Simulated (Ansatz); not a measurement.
# FGeHO: up Jacob's ladder to CCSD(T)

An exercise on one series of results from a longer session: the logs are not shown, and one member is left open.

Computed with Ansatz 0.2.0, Gaussian basis. Level: functionals in def2-TZVPP, the program's frozen cores in correlated methods.

Levels to be run: LDA (SPW92), PBE-D4, revPBE-D4, BLYP-D4, r2SCAN-D4, B97M-V, PBE0-D4, B3LYP-D4, r2SCANh-D4, r2SCAN0-D4, HSE06-D4, BHLYP-D4, CAM-B3LYP-D4, LC-ωPBE, ωB97X-V, ωB97M-V, B2PLYP, PBE-QIDH; CCSD(T)/def2-SVP; CCSD(T)/def2-TZVPP; MP2/def2-QZVPP; extrapolation to the limit; RPA on PBE.

## The geometry

An earlier PBE0-D4 in a triple-zeta def2 set relaxation fixed the geometry.

SMILES `[OH][Ge][F]`, 4 atoms, charge 0, spin multiplicity 1.

Atoms are counted from 1 here; the program's logs count them from 0.

Bond lengths: O1–Ge2 1.771 Å, O1–H4 0.964 Å, Ge2–F3 1.767 Å. Angles: Ge2–O1–H4 113.8°, O1–Ge2–F3 97.0°.

Set-up of the first run:

File in.yaml:

```yaml
crystal:
  periodic: [false, false, false]
  atoms:
    - {symbol: O, position_ang: [-0.819676, 0.539180, -0.381116]}
    - {symbol: Ge, position_ang: [-0.389933, -0.693001, 0.815842]}
    - {symbol: F, position_ang: [1.336913, -0.758833, 0.447758]}
    - {symbol: H, position_ang: [-0.071803, 0.852355, -0.902683]}
basis:
  gaussian: {orbitals: def2-TZVPP}
hamiltonian: {xc: lda}
output: {orbitals: {seedname: orbitals}}
```

Among the steps run: LDA; PBE-D4 (GGA); revPBE-D4 (GGA); BLYP-D4 (GGA); r2SCAN-D4 (meta-GGA); B97M-V (meta-GGA); PBE0-D4 (hybrid); B3LYP-D4 (hybrid); r2SCANh-D4 (hybrid); r2SCAN0-D4 (hybrid); HSE06-D4 (hybrid); BHLYP-D4 (hybrid); CAM-B3LYP-D4 (range-separated); LC-ωPBE-D4 (range-separated; the results give it without D4); ωB97X-V (range-separated); ωB97M-V (range-separated); B2PLYP (double hybrid); PBE-QIDH (double hybrid).

One table of the session follows, with a row left open; its other results are not shown here.

It belongs to the step «Frontier levels by functional». 

| functional | HOMO (eV) | LUMO (eV) | gap (eV) |
| --- | --- | --- | --- |
| LDA (SPW92) | -7.33 | -3.05 | 4.28 |
| PBE-D4 | -7.10 | -2.80 | 4.30 |
| revPBE-D4 | -7.02 | -2.71 | 4.31 |
| BLYP-D4 | -7.03 | -2.74 | 4.29 |
| r2SCAN-D4 | -7.43 | -2.76 | 4.68 |
| B97M-V | -7.37 | -2.68 | 4.69 |
| PBE0-D4 | ? | ? | ? |
| B3LYP-D4 | -8.21 | -2.29 | 5.91 |
| r2SCANh-D4 | -7.90 | -2.46 | 5.44 |
| r2SCAN0-D4 | -8.59 | -2.02 | 6.57 |
| HSE06-D4 | -7.96 | -2.42 | 5.54 |
| BHLYP-D4 | -9.52 | -1.24 | 8.28 |
| CAM-B3LYP-D4 | -9.77 | -1.02 | 8.75 |
| LC-ωPBE | -11.02 | 0.17 | 11.19 |
| ωB97X-V | -10.68 | 0.07 | 10.75 |
| ωB97M-V | -10.61 | -0.03 | 10.58 |

Estimate the missing values for PBE0-D4.

**Answer.** HOMO (eV): -8.36; LUMO (eV): -2.04; gap (eV): 6.32. In the column «HOMO (eV)» it lies between r2SCAN0-D4 (-8.59) and B3LYP-D4 (-8.21).
